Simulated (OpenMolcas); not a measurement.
**Tc⁵⁺ among point charges: CASSCF and CASPT2 levels and susceptibility**

Aim: the splitting of the states of Tc⁵⁺ in the field of 4 point charges, its lowest levels with spin-orbit coupling and its magnetic susceptibility.

Program: OpenMolcas 26.06. Level of theory: state-averaged CASSCF and CASPT2, spin-orbit coupling by RASSI with atomic mean-field integrals. These are calculated values, not measurements, unless marked.

## 1. What is computed

* Species: Tc⁵⁺ (technetium, Z = 43, 38 electrons)
* Basis: ANO-RCC-VDZP [6s5p3d1f], 43 functions
* Scalar Hamiltonian: DKH2, point nucleus
* Inactive shells: 1s 2s 2p 3s 3p 3d 4s 4p
* Active space: 2 electrons in 5 orbitals (4d)
* Some configurations of this space: 4d²
* Orbitals: optimised for each spin and parity, averaged over all roots

Outer shells as boxes (Hund's rule):

4d2
```
4d [↑ ][↑ ][  ][  ][  ]
```

The ion sits among 4 point charges of -2 e arranged as a tetrahedron (Td), 1.91 Å from the ion.

Each step is its own input file, run in one work folder so that later steps find the files of earlier ones. Labels, J, g values, rates, χT and fits are worked out afterwards by a script from the matrices that RASSI stores.

## 2. GATEWAY and SEWARD: basis and integrals

Contents of a.inp:

```
&GATEWAY
Coord
1

Tc 0.0 0.0 0.0
Basis=ANO-RCC-VDZP
Group=NoSym
NoMove
AngMom=0.0 0.0 0.0
AMFI
XField
4 Angstrom 0
1.102739 1.102739 1.102739 -2.000000
1.102739 -1.102739 -1.102739 -2.000000
-1.102739 1.102739 -1.102739 -2.000000
-1.102739 -1.102739 1.102739 -2.000000
&SEWARD
```

Started as:

```console
$ OMP_NUM_THREADS=1 MOLCAS_MEM=1689 MOLCAS_PROJECT=a pymolcas a.inp > a.log
```

## 3. CASSCF: triplets, 10 roots

Contents of a.inp:

```
&RASSCF
FileOrb=start.orb
Symmetry=1
Spin=3
nActEl=2 0 0
Inactive=18
Ras2=5
CIRoot=10 10 1
SDav=10
CIMx=300
Iter=120 100
PrWF=0.3
OrbListing=Nothing
MaxOrb=0
>>> COPY $Project.JobIph JOB001
```

start.orb holds the contracted functions of the basis, ordered by shell, or the orbitals of the step before.

## 4. CASSCF: singlets, 15 roots

Contents of a.inp:

```
&RASSCF
FileOrb=start.orb
Symmetry=1
Spin=1
nActEl=2 0 0
Inactive=18
Ras2=5
CIRoot=15 15 1
SDav=15
CIMx=300
Iter=120 100
PrWF=0.3
OrbListing=Nothing
MaxOrb=0
>>> COPY $Project.JobIph JOB002
```

## 5. State interaction with spin-orbit coupling

Contents of a.inp:

```
&RASSI
NrOfJobIphs=2 10 15
1 2 3 4 5 6 7 8 9 10
1 2 3 4 5 6 7 8 9 10 11 12 13 14 15
IphNames
JOB001
JOB002
EJob
SpinOrbit
DIPRint=1.0
SOCoupling=1000.0
Subsets=2
Property=9
'ANGMOM' 1 'ANGMOM' 2 'ANGMOM' 3 'MLTPL  1' 1 'MLTPL  1' 2 'MLTPL  1' 3
'AMFI' 1 'AMFI' 2 'AMFI' 3
SOProperty=3
'ANGMOM' 1 'ANGMOM' 2 'ANGMOM' 3
```

## 6. CASPT2: IPEA 0.25, imaginary shift 0.1 (closed shells correlated: 4s 4p)

Contents of a.inp:

```
>>> COPY JOB001 $Project.JobIph
&CASPT2
Multistate=10 1 2 3 4 5 6 7 8 9 10
NoMult
Frozen=14
IPEA=0.25
Imaginary=0.1
MaxIter=60
WThr=0.0 0.3 0.05
PrWF=0.5
NoMix
>>> COPY JOB002 $Project.JobIph
&CASPT2
Multistate=15 1 2 3 4 5 6 7 8 9 10 11 12 13 14 15
NoMult
Frozen=14
IPEA=0.25
Imaginary=0.1
MaxIter=60
WThr=0.0 0.3 0.05
PrWF=0.5
NoMix
```

(Steps that only read results are left out.)

Q: Predict the outcome of this session. Wanted: spin-free ground state; first state of the same spin within the active space; lowest level; next level.

As calculated:

| quantity | value |
| --- | --- |
| method | SS-CASPT2, IPEA 0.25, imaginary shift 0.1 (closed shells correlated: 4s 4p) |
| spin-free ground state | 3A2, 1-fold in its orbital part |
| first state of the same spin within the active space | 3T2 at 3190 cm⁻¹ |
| lowest level | 3-fold T2 |
| next level | 2899.8 cm⁻¹ |
| χT at 300 K | 0.24 cm³ K/mol |
| effective moment at 300 K | 1.40 μB |

Cost by method:

| method | time of its own steps | time with the reference |
| --- | --- | --- |
| A. CASSCF | 6.4 s | 6.4 s |
| B. SS-CASPT2, IPEA 0.25, imaginary shift 0.1, +4s 4p | 2.8 s | 9.2 s |

Times are of one thread on a shared host.

**Reading.** The spin-free ground state (3A2) comes to 100 % from free-ion F terms and keeps the highest spin of the shell. χT at 300 K is 0.24, against 1.00 cm³ K/mol for the spin alone, so spin-orbit coupling lowers it. CASPT2 does not keep the components of a term degenerate, and the means are used. The field of point charges can differ much from that of real complexes. This is an electrostatic model: the charges have no orbitals.
